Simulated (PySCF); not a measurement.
Crystal: NGaH6, in a box.

```
CELL_PARAMETERS angstrom
13.00000 0.00000 0.00000
0.00000 12.00000 0.00000
0.00000 0.00000 13.00000
ATOMIC_POSITIONS crystal
N 0.45564 0.49641 0.42521
Ga 0.50798 0.52197 0.58042
H 0.45401 0.56947 0.38615
H 0.38378 0.46366 0.42469
H 0.50299 0.44334 0.38734
H 0.42165 0.60625 0.61643
H 0.61822 0.57056 0.55513
H 0.50074 0.39725 0.61908
```

Base run:

| Property | Result |
| --- | --- |
| Program | PySCF 2.14.0 |
| Functional | PBE0 |
| Dispersion | D3(BJM) |
| Potentials or basis | def2-svp (all-electron) |
| k mesh | 1 × 1 × 1 |
| Occupations | fixed |
| Spin | no spin polarisation |

Its results: gap between the frontier levels 7.66 eV.

After a change of settings the same cell gave: gap between the frontier levels 5.36 eV. Which change was it?
A. functional from PBE0 to M06-2X; dispersion from D3(BJM) to D3
B. functional from PBE0 to X3LYP; dispersion from D3(BJM) to D3(BJ)
C. functional from PBE0 to OLYP; dispersion from D3(BJM) to D4

C.

Caveats: this is a molecule in a periodic box at the Γ point, so its band gap is the HOMO-LUMO gap; relativity is left out, which matters for the heavier elements; the basis of atomic orbitals isn't converged, which shifts pressures, moduli and gaps.

Not every run made on this cell is shown here.
